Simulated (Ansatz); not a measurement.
# Sn3Bi: properties at the relaxed cell

The task here is to estimate one member of a computed series from the others.

Program: Ansatz 0.2.0. Level of theory: DFT PBEsol, scalar-relativistic, plane waves, PAW. These are calculated values, not measurements.

1 further run of the same task is left out (set aside as unsound or not needed).

## Starting point

The structure is cubic, space group Fm-3m (No. 225). Conventional cell: a = 7.594 Å, b = 7.594 Å, c = 7.594 Å, α = 90.00°, β = 90.00°, γ = 90.00°. Around Sn (site symmetry m-3m) lie 8 Sn at 3.29 Å. Sn (site symmetry -43m) is surrounded by 4 Sn at 3.29 Å and 4 Bi at 3.29 Å. Bi (site symmetry m-3m) has 8 Sn at 3.29 Å as nearest neighbours.

As a file:

```xyz
4
Lattice="0.0000 3.7972 3.7972 3.7972 0.0000 3.7972 3.7972 3.7972 0.0000" Properties=species:S:1:pos:R:3 pbc="T T T"
Sn    0.0000    0.0000    0.0000
Sn    1.8986    1.8986    1.8986
Sn    5.6959    5.6959    5.6959
Bi    3.7972    3.7972    3.7972
```

It goes back to an entry of the Materials Project, which need not be the stable form.

This cell was relaxed beforehand with the same method: volume 27.38 Å³/atom, gap on the mesh none (metal).

The first run:

The input, input.yaml:

```yaml
crystal:
  lattice:
    - [0.0, 3.7972355079, 3.7972355079]
    - [3.7972355079, 0.0, 3.7972355079]
    - [3.7972355079, 3.7972355079, 0.0]
  atoms:
    - { symbol: Sn, position: [0.0, 0.0, 0.0] }
    - { symbol: Sn, position: [0.25, 0.25, 0.25] }
    - { symbol: Sn, position: [0.75, 0.75, 0.75] }
    - { symbol: Bi, position: [0.5, 0.5, 0.5] }
basis:
  ecutwfc: 420
kpoints:
  mp_grid: { grid: [10, 10, 10] }
  band_path:
    path:
      - [[0.0, 0.0, 0.0], [0.5, 0.0, 0.5], [0.625, 0.25, 0.625]]
      - [[0.375, 0.375, 0.75], [0.0, 0.0, 0.0], [0.5, 0.5, 0.5], [0.5, 0.25, 0.75], [0.5, 0.0, 0.5]]
    npoints: 14
hamiltonian:
  xc: pbesol
scf:
  occupations: { method: gaussian, width: 0.1 }
  n_extra_bands: 10
output:
  forces: true
  stress: true
  eigenvalues: true
  populations: true
  dos: { projected: true, de: 0.02, nscf_kmesh: { grid: [15, 15, 15] } }
  bader: true
  write_density: true
  write_potential: true
  elf: true
  volumetric_format: npy
```

On the command line:

```sh
$ ansatz run input.yaml --threads 1 --pin off --max-ram 2560MiB --backend cpu --events-out ev --progress --plain --runs-dir out
```

Steps of the session up to this table: Electronic structure at the relaxed geometry; The cell as listed, for comparison; The cell scaled to 0.97 of its volume; The cell scaled to 1.03 of its volume; The cell scaled to 0.94 of its volume; Point at V/V0 = 1.06; Point at V/V0 = 0.91; Volume × 1.10; The cell scaled to 0.88 of its volume.

One of the session's tables, all rows but one given; the rest of the session is left out.

It belongs to the step «Fit of the equation of state». 

| volume (Å³/atom) | energy above the lowest point (meV/atom) | pressure (GPa) |
| --- | --- | --- |
| 24.091 | 88.3 | 9.60 |
| 24.912 | ? | ? |
| 25.734 | 19.8 | 4.01 |
| 26.555 | 4.7 | 1.84 |
| 27.376 | 0.0 | 0.00 |
| 28.197 | 4.1 | -1.56 |
| 29.019 | 15.5 | -2.87 |
| 30.114 | 40.2 | -4.30 |

**Question.** Estimate the row for volume (Å³/atom) = 24.912.

Worked estimate for «energy above the lowest point (meV/atom)». A straight line through the neighbours (24.091, 88.3) and (25.734, 19.8) gives 88.3 + (19.8 − 88.3) × (24.912 − 24.091) / (25.734 − 24.091) = 54.1; a parabola fitted to 3 rows on both sides gives 47.7.

As computed: energy above the lowest point (meV/atom): 46.9; pressure (GPa): 6.57. In «energy above the lowest point (meV/atom)» the line misses by +7.2 and the parabola by +0.8.
